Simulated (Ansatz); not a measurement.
# C3H7NOSi: a ladder of functionals and wavefunction methods

One table from this session's results is given with a row withheld; the runs are named, their logs left out.

Program: Ansatz 0.2.0, Gaussian basis. Level of theory: functionals in def2-TZVPP, the program's frozen cores in correlated methods. These are calculated values, not measurements.

Plan: PBE-D4, r2SCAN-D4, PBE0-D4, B3LYP-D4, ωB97X-V, ωB97M-V, B2PLYP; CCSD(T)/def2-TZVPP; MP2/def2-QZVPP; extrapolation to the limit.

### The geometry

The geometry comes from an earlier relaxation with PBE0-D4 in a triple-zeta def2 set; it is a stationary point, not always the lowest conformer.

SMILES `C[SiH2]C1N=CO1`, 13 atoms, charge 0, spin multiplicity 1.

Atoms are counted from 1 here; the program's logs count them from 0.

Bond lengths: C1–Si2 1.864 Å, C1–H7 1.092 Å, C1–H8 1.092 Å, C1–H9 1.092 Å, Si2–C3 1.899 Å, Si2–H10 1.485 Å, Si2–H11 1.488 Å, C3–N4 1.464 Å, C3–O6 1.479 Å, C3–H12 1.094 Å, N4–C5 1.280 Å, C5–O6 1.351 Å, C5–H13 1.085 Å. Angles: Si2–C1–H7 110.8°, Si2–C1–H8 110.0°, Si2–C1–H9 111.2°, H7–C1–H8 108.5°, H7–C1–H9 108.0°, H8–C1–H9 108.4°, C1–Si2–C3 108.8°, C1–Si2–H10 112.2°, C1–Si2–H11 111.5°, C3–Si2–H10 106.3°, C3–Si2–H11 108.3°, H10–Si2–H11 109.6°, Si2–C3–N4 113.6°, Si2–C3–O6 112.1°, Si2–C3–H12 115.3°, N4–C3–O6 89.8°, N4–C3–H12 113.6°, O6–C3–H12 109.7° and more.

The first run:

File in.yaml:

```yaml
crystal:
  periodic: [false, false, false]
  atoms:
    - {symbol: C, position_ang: [-0.927828, -1.872815, 0.279749]}
    - {symbol: Si, position_ang: [0.585806, -0.844160, -0.074964]}
    - {symbol: C, position_ang: [0.257322, 0.939885, 0.486665]}
    - {symbol: N, position_ang: [-0.759024, 1.627150, -0.312329]}
    - {symbol: C, position_ang: [0.217346, 2.360397, -0.695577]}
    - {symbol: O, position_ang: [1.282205, 1.879290, -0.016852]}
    - {symbol: H, position_ang: [-0.797167, -2.893946, -0.085312]}
    - {symbol: H, position_ang: [-1.798965, -1.437711, -0.214600]}
    - {symbol: H, position_ang: [-1.129535, -1.921520, 1.352240]}
    - {symbol: H, position_ang: [0.889091, -0.774570, -1.526890]}
    - {symbol: H, position_ang: [1.775701, -1.354159, 0.659108]}
    - {symbol: H, position_ang: [0.131334, 1.075592, 1.564429]}
    - {symbol: H, position_ang: [0.294216, 3.181668, -1.400970]}
basis:
  gaussian: {orbitals: def2-TZVPP}
hamiltonian: {xc: pbe, dispersion: d4}
output: {forces: true, orbitals: {seedname: orbitals}}
```

Launch:

```
> ansatz run in.yaml --threads 4 --pin off --events-out ev --progress --plain --max-ram 10444MiB
```

Among the steps run: PBE-D4 (GGA); r2SCAN-D4 (meta-GGA); PBE0-D4 (hybrid); B3LYP-D4 (hybrid); ωB97X-V (range-separated); ωB97M-V (range-separated); B2PLYP (double hybrid); CCSD(T) in def2-TZVPP; MP2 in def2-QZVPP.

One of the session's tables, all rows but one given; the rest of the session is left out.

| method | atomisation energy (eV) |
| --- | --- |
| PBE-D4 | 53.545 |
| r2SCAN-D4 | 52.106 |
| PBE0-D4 | 52.275 |
| B3LYP-D4 | 51.988 |
| ωB97X-V | 52.289 |
| ωB97M-V | ? |
| B2PLYP | 51.425 |
| HF/def2-TZVPP | 36.223 |
| MP2/def2-TZVPP | 51.492 |
| CCSD/def2-TZVPP | 49.502 |
| CCSD(T)/def2-TZVPP | 50.470 |
| MP2/CBS | 52.943 |
| CCSD(T)/CBS | 51.921 |

Q: Estimate the row for ωB97M-V from the others.

**Answer.** atomisation energy (eV): 52.225. In the column «atomisation energy (eV)» it lies between r2SCAN-D4 (52.106) and PBE0-D4 (52.275).
